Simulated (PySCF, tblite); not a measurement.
# C7H8FO radical: geometry, infrared bands and EPR parameters

What infrared bands and EPR parameters should C7H8FO radical (`[H]/[C]=C\C(C=C)=C/OCF`) show?

Computed with tblite 0.8.0 and PySCF 2.14.0, with density-fitted response routines of our own, on a single molecule in the gas phase. Atoms are numbered from 0 throughout.

## Step 1: Starting geometry

17 atoms, charge 0, multiplicity 2; geometry from: force field or distance geometry start.

Bonds of the start (Å): C0–C1 1.29, C1–C2 1.46, C2–C3 1.47, C3–C4 1.33, C2–C5 1.34, C5–O6 1.38, O6–C7 1.43, C7–F8 1.35, C0–H9 1.08, C1–H10 1.08, C3–H11 1.10, C4–H12 1.09, C4–H13 1.09, C5–H14 1.07, C7–H15 1.09, C7–H16 1.10.

## Step 2: Optimising the geometry with GFN2-xTB

The job: settings as JSON, then the geometry in Å.

```
{"job": {"kind": "relax", "xc": "GFN2-xTB", "basis": "xTB"}, "charge": 0, "multiplicity": 2}
C     -1.603600     1.744600     1.337900
C     -0.576200     1.394900     0.634400
C     -0.441400     0.090200    -0.016700
C     -1.572400    -0.793400    -0.318300
C     -2.745600    -0.413600    -0.819500
C      0.769700    -0.354000    -0.367400
O      1.937200     0.354200    -0.168500
C      3.067400    -0.498400     0.011100
F      4.134800     0.294000     0.262100
H     -2.471200     2.031400     1.911500
H      0.277400     2.062600     0.603600
H     -1.420900    -1.861600    -0.101800
H     -3.535200    -1.132800    -1.012900
H     -2.944000     0.625300    -1.074400
H      0.920400    -1.294700    -0.863800
H      3.269800    -1.068300    -0.893500
H      2.926900    -1.168400     0.866400
```

The run is started by

```bash
$ OMP_NUM_THREADS=1 python probes_run.py task.json out
```

One launch serves the whole session: the jobs run in the order shown.

Output:

```text
step      E/eV     max force
  0    -752.74836    1.238
  1    -752.81936    0.660
  2    -752.83023    0.627
  3    -752.83827    0.349
  4    -752.84607    0.290
  5    -752.85126    0.264
  6    -752.85398    0.128
  7    -752.85741    0.199
  8    -752.86105    0.206
  9    -752.86411    0.175
 10    -752.86868    0.200
 11    -752.87713    0.390
 12    -752.89100    0.499
 13    -752.90848    0.463
 14    -752.95269    0.464
 15    -752.96452    0.301
 16    -752.96460    1.021
 17    -752.98396    0.320
 18    -752.98945    0.231
 19    -753.00220    0.318
 20    -753.01159    0.387
 21    -753.02249    0.403
 22    -753.03151    0.304
 23    -753.03851    0.173
 24    -753.04285    0.152
 25    -753.04563    0.179
 26    -753.04775    0.184
 27    -753.04975    0.096
 28    -753.05170    0.104
 29    -753.05356    0.142
 30    -753.05537    0.150
 31    -753.05721    0.161
 32    -753.05890    0.088
 33    -753.06014    0.073
 34    -753.06095    0.100
 35    -753.06163    0.090
 36    -753.06226    0.063
 37    -753.06279    0.053
 38    -753.06316    0.045
 39    -753.06343    0.051
 40    -753.06371    0.051
 41    -753.06406    0.062
 42    -753.06450    0.057
 43    -753.06507    0.060
 44    -753.06583    0.082
 45    -753.06682    0.085
 46    -753.06785    0.093
 47    -753.06863    0.069
 48    -753.06911    0.048
 49    -753.06946    0.045
 50    -753.06983    0.055
 51    -753.07015    0.051
 52    -753.07039    0.045
 53    -753.07062    0.046
 54    -753.07091    0.050
 55    -753.07123    0.045
 56    -753.07150    0.037
 57    -753.07169    0.037
 58    -753.07188    0.038
 59    -753.07213    0.041
 60    -753.07244    0.041
 61    -753.07267    0.027
 62    -753.07278    0.027
 63    -753.07288    0.027
 64    -753.07302    0.027
 65    -753.07320    0.026
 66    -753.07337    0.030
 67    -753.07351    0.035
 68    -753.07367    0.038
 69    -753.07387    0.037
 70    -753.07414    0.039
 71    -753.07447    0.051
 72    -753.07485    0.075
 73    -753.07537    0.069
 74    -753.07585    0.128
 75    -753.07707    0.074
 76    -753.07945    0.170
 77    -753.08139    0.495
 78    -753.08609    0.284
 79    -753.09526    0.209
 80    -753.09085    0.759
 81    -753.10481    0.182
 82    -753.11015    0.137
 83    -753.12186    0.402
 84    -753.13120    0.294
 85    -753.14466    0.311
 86    -753.14616    0.264
 87    -753.15356    0.224
 88    -753.15608    0.206
 89    -753.16062    0.118
 90    -753.16420    0.170
 91    -753.16971    0.185
 92    -753.17748    0.193
 93    -753.18441    0.206
 94    -753.18720    0.231
 95    -753.19071    0.103
 96    -753.19238    0.086
 97    -753.19428    0.097
 98    -753.19616    0.118
 99    -753.19858    0.133
100    -753.20050    0.125
101    -753.20180    0.094
102    -753.20292    0.103
103    -753.20477    0.106
104    -753.20704    0.133
105    -753.20946    0.143
106    -753.21160    0.171
107    -753.21442    0.129
108    -753.21871    0.153
109    -753.22440    0.149
110    -753.22872    0.155
111    -753.22919    0.225
112    -753.23232    0.129
113    -753.23324    0.051
114    -753.23397    0.035
115    -753.23513    0.064
116    -753.23561    0.080
117    -753.23614    0.066
118    -753.23669    0.052
119    -753.23714    0.062
120    -753.23755    0.078
121    -753.23784    0.037
122    -753.23805    0.037
123    -753.23815    0.022
124    -753.23830    0.022
125    -753.23839    0.035
126    -753.23849    0.029
127    -753.23863    0.036
128    -753.23881    0.042
129    -753.23902    0.041
130    -753.23918    0.030
131    -753.23929    0.023
132    -753.23938    0.021
133    -753.23946    0.022
134    -753.23955    0.021
135    -753.23967    0.029
136    -753.23981    0.031
137    -753.23992    0.024
138    -753.23999    0.018
139    -753.24002    0.012
140    -753.24005    0.012
141    -753.24006    0.009
```

It took 0.76 s on 1 thread of Arm Neoverse V2, shared host.

The steps of the relaxation: (not every step is listed)

```csv
step,energy from step 0 (eV),largest force (eV/Å)
0,0.0000,1.2376
1,-0.0710,0.6598
2,-0.0819,0.6267
3,-0.0899,0.3490
4,-0.0977,0.2896
5,-0.1029,0.2645
6,-0.1056,0.1279
7,-0.1090,0.1991
8,-0.1127,0.2060
20,-0.2632,0.3867
32,-0.3105,0.0881
44,-0.3175,0.0824
56,-0.3231,0.0368
68,-0.3253,0.0378
80,-0.3425,0.7594
92,-0.4291,0.1927
104,-0.4587,0.1332
116,-0.4872,0.0802
128,-0.4904,0.0418
136,-0.4914,0.0310
137,-0.4916,0.0242
138,-0.4916,0.0180
139,-0.4917,0.0116
140,-0.4917,0.0121
141,-0.4917,0.0091
```

Close pairs (by a distance rule), those that changed most:

```csv
bond,before (Å),after (Å),change (Å)
O6–C7,1.427,1.366,-0.062
C7–F8,1.353,1.376,+0.023
C1–C2,1.464,1.482,+0.018
C3–H11,1.100,1.084,-0.017
C0–H9,1.079,1.064,-0.015
C7–H15,1.088,1.103,+0.014
C2–C3,1.467,1.454,-0.012
C4–H13,1.088,1.076,-0.012
```

The final coordinates are the input of the step that follows.

## Step 3: Vibrational analysis with GFN2-xTB

The job: settings as JSON, then the geometry in Å.

```
{"job": {"kind": "ir", "xc": "GFN2-xTB", "basis": "xTB"}, "charge": 0, "multiplicity": 2}
C     -1.647133     1.718774     1.401821
C     -0.601721     1.277842     0.778804
C     -0.436430     0.013497     0.022641
C     -1.567424    -0.663200    -0.591889
C     -2.753893    -0.123384    -0.840105
C      0.790899    -0.516755    -0.092951
O      1.902476     0.070014     0.469781
C      3.109924    -0.455134     0.107842
F      3.417123    -0.141674    -1.195836
H     -2.647030     1.448606     1.644149
H      0.324181     1.845831     0.815593
H     -1.376224    -1.687828    -0.887904
H     -3.540421    -0.688106    -1.310314
H     -2.972397     0.902158    -0.598670
H      0.969739    -1.437188    -0.637748
H      3.142003    -1.555571     0.167174
H      3.879330     0.004149     0.737702
```

Output:

```text
mode    cm-1     km/mol
  1      33.7      1.92
  2      63.0      3.10
  3      94.4      2.51
  4     124.9      0.92
  5     155.4      2.74
  6     208.4      0.42
  7     247.1      1.27
  8     325.6      0.80
  9     346.7      8.26
 10     406.6      5.24
 11     447.6      5.79
 12     526.5     20.56
 13     596.7      4.40
 14     623.6     23.55
 15     676.3      3.98
 16     738.7     37.66
 17     781.4      4.05
 18     814.8     21.82
 19     885.5     10.74
 20     912.6     25.09
 21     958.0    201.63
 22    1003.3     25.59
 23    1004.6      4.90
 24    1012.7      0.85
 25    1098.2     51.84
 26    1153.6    544.80
 27    1190.7      5.92
 28    1233.8     49.68
 29    1255.7      8.32
 30    1287.9      1.13
 31    1322.3     16.92
 32    1327.1      1.91
 33    1399.6      1.06
 34    1424.3      0.79
 35    1631.1    115.46
 36    1671.5     16.17
 37    1695.2     13.17
 38    2867.2     59.06
 39    2963.9     16.68
 40    2974.3      5.35
 41    3020.3     23.45
 42    3037.6     45.12
 43    3111.3      8.10
 44    3139.8     38.98
 45    3202.4     10.36
```

Wall time 0.46 s (1 thread of Arm Neoverse V2, shared host).

Which atoms move in the most intense modes:

```
cm⁻¹  km/mol                                   atoms
 958   201.6                        C7 58 %, F8 37 %
1098    51.8    C7 33 %, O6 22 %, H15 19 %, H16 13 %
1154   544.8               O6 45 %, C7 21 %, C5 16 %
1234    49.7  H10 34 %, H15 17 %, H16 13 %, H14 10 %
1631   115.5                        C5 46 %, C2 45 %
2867    59.1                                H15 94 %
3038    45.1                                H11 90 %
3140    39.0                      H13 57 %, H12 32 %
```

## Step 4: g tensor and hyperfine couplings: B3LYP/pcH-1

Settings changed since step 3:

```diff
@@ -1,2 +1,2 @@
-{"job": {"kind": "ir", "xc": "GFN2-xTB", "basis": "xTB"}, "charge": 0, "multiplicity": 2}
+{"job": {"kind": "epr", "basis": "pcH-1"}, "charge": 0, "multiplicity": 2}
 C     -1.647133     1.718774     1.401821
```

Level: UKS B3LYP, pcH-1 on C F H O, non-relativistic, mean-field spin-orbit, GIAO.

Output:

```text
UKS, coarse grid
  cycle   1  E = -446.38110604  |g| = 5.56e-01
  cycle   2  E = -446.26576925  |g| = 8.07e-01
  cycle   3  E = -446.49429592  |g| = 8.57e-02
  cycle   4  E = -446.49642083  |g| = 5.78e-02
  cycle   5  E = -446.49802643  |g| = 1.98e-02
  cycle   6  E = -446.49823505  |g| = 5.51e-03
  cycle   7  E = -446.49826572  |g| = 3.04e-03
  cycle   8  E = -446.49827846  |g| = 1.90e-03
  cycle   9  E = -446.49828721  |g| = 8.81e-04
UKS, final grid
  cycle   1  E = -446.49826339  |g| = 1.15e-03
  cycle   2  E = -446.49826257  |g| = 2.07e-03
  cycle   3  E = -446.49826476  |g| = 3.05e-04
  cycle   4  E = -446.49826500  |g| = 2.34e-04
  cycle   5  E = -446.49826529  |g| = 1.15e-04
  cycle   6  E = -446.49826530  |g| = 3.92e-05
  cycle   7  E = -446.49826531  |g| = 2.50e-05
E = -446.49826531 Eh   <S^2> = 0.7618 (exact 0.7500)
g shifts (ppm)      1          2          3
  rmc          -148       -148       -148
  gc             35          4        -41
  oz_so        -376        -46        700
  total        -488       -189        512
hyperfine (MHz)  atom isotope    a_iso     a_fc   dipolar eigenvalues
    0   13C     312.98     312.98    -83.80    -58.95    142.75
    1   13C      -8.22      -8.22    -18.85      3.17     15.68
    2   13C      78.92      78.92     -9.16     -3.23     12.38
    3   13C      -4.00      -4.00     -0.75      0.16      0.59
    4   13C       2.33       2.33     -1.12     -0.48      1.60
    5   13C      -4.15      -4.15     -7.98      2.72      5.26
    6   17O       0.74       0.74     -1.77     -0.83      2.61
    7   13C       0.30       0.30     -0.14     -0.06      0.20
    8   19F      -0.57      -0.57     -1.56      0.40      1.16
    9    1H      38.31      38.31    -33.17     -7.64     40.81
   10    1H     137.10     137.10     -6.94     -5.22     12.16
   11    1H       4.67       4.67     -1.40     -1.00      2.40
   12    1H       0.78       0.78     -1.38     -1.03      2.41
   13    1H       3.40       3.40     -4.58     -2.88      7.46
   14    1H      10.75      10.75     -1.16     -0.74      1.90
   15    1H      -0.30      -0.30     -0.32     -0.24      0.57
   16    1H       0.13       0.13     -0.38     -0.35      0.73
```

Wall time 97 s (1 thread of Arm Neoverse V2, shared host); peak memory 1.1 GiB.

Principal g values 2.00183, 2.00213, 2.00283; g(iso) = 2.00226, against 2.00232 for a free electron.

Mean a(iso) over the nuclei that a row names, and the largest dipolar term of the row (other rows stand at the frozen geometry):

```
nuclei  isotope  a(iso) (MHz)  a(iso) (G, at g = 2.0023)  largest dipolar term (MHz)
    C0      13C         313.0                      111.7                       142.8
   H10       1H         137.1                       48.9                        12.2
    C2      13C          78.9                       28.2                        12.4
    H9       1H          38.3                       13.7                        40.8
   H14       1H          10.8                        3.8                         1.9
    C1      13C          -8.2                       -2.9                       -18.9
   H11       1H           4.7                        1.7                         2.4
    C5      13C          -4.1                       -1.5                        -8.0
    C3      13C          -4.0                       -1.4                        -0.7
   H13       1H           3.4                        1.2                         7.5
    C4      13C           2.3                        0.8                         1.6
   H12       1H           0.8                        0.3                         2.4
    O6      17O           0.7                        0.3                         2.6
    F8      19F          -0.6                       -0.2                        -1.6
```

Mulliken spin populations:

C0 1.06; C1 -0.17; C2 0.09; C3 0.00; C4 0.01; C5 -0.04; O6 0.00; C7 0.00; F8 0.00; H9 0.00; H10 0.05; H11 0.00; H12 0.00; H13 0.00; H14 0.01; H15 0.00; H16 0.00

In first order the couplings over 0.8 MHz of 1H give 32 distinct lines over 69.3 G, if the averaged nuclei exchange fast.

Orbitals, density, ELF and potential are computed afterwards from the orbital file.

ELF in a plane through or near 11 of the atoms.

Ten even steps from ' ' (0.00) to '@' (1.00):
```
                                                        
                                ..::::                  
                                ++####++..              
                        ....    ##%%%%**::              
                        **##--..##%%@@##==..            
        ::**::    ..    ##@@%%++##..::%%%%++            
      --@@@@%%    ++**..--@@%%::%%++==%%##==            
      %%@@@@@@--..%%%%++  ==++==++##++==..              
      ##@@@@@@##++====**..::##@@++..    ::::            
      ::++%%++--**++**##++##::--==    **%%##::          
          ::::::==++**--..@@----##====**%%**..          
          ..**##==  ==++::**++%%++--%%..==++..          
            ::--....%%@@%%..  ==..::%%--%%@@%%--        
                  ::@@@@@@  ..##@@**==**@@@@@@##        
                  ..@@@@**  ::@@@@##..==@@@@@@##        
                    ..--    ::%%@@++    **%%##..        
                              ==++..      ..            
                                                        
                                                        
                                                        
```
The map spans 12.9 Å across and 9.3 Å up, centred on the molecule. Atoms in the plane (x, y in Å): C0 (1.8, 2.0), C1 (0.8, 1.4), C2 (0.4, 0.0), C3 (1.5, -1.0), C4 (2.7, -0.9), C5 (-0.9, -0.4), O6 (-1.9, 0.5), C7 (-3.1, 0.0), H12 (3.4, -1.7), H14 (-1.2, -1.4), H16 (-3.9, 0.8).

On the surface of density 0.002 e/bohr³ the electrostatic potential runs, from the 1st to the 99th percentile, from -0.88 V near F8 to 1.35 V near H14.

The spin density lies nearest to C0 69 %; H9 9 %; C1 7 % (beta excess).

## Step 5: Summary of results

```
                                 quantity                  value
strongest single infrared mode (GFN2-xTB)  1154 cm⁻¹, 545 km/mol
             zero-point energy (GFN2-xTB)          78.6 kcal/mol
                           g(iso) (B3LYP)                2.00226
                                     ⟨S²⟩     0.762 (exact 0.75)
       largest a(iso) (averaged by class)   13C on C0, 313.0 MHz
    surface potential, 1st and 99th percentile     -0.88 V and 1.35 V
```

**Reading.** Relaxing lowered the energy by 0.492 eV in 141 steps; the close pair that moved most is O6–C7, from 1.427 to 1.366 Å. No mode is imaginary among the 45: a minimum at this level. The strongest single mode, at 1154 cm⁻¹, is spread over several atoms, O6, C7, C5 among them. Unscaled tight-binding wavenumbers are off by several per cent, some by more. Its intensities can rank the bands wrongly. Most of the unpaired spin sits on C0 (1.06 e). The isotropic g lies 0.1 ppt below the free-electron value.
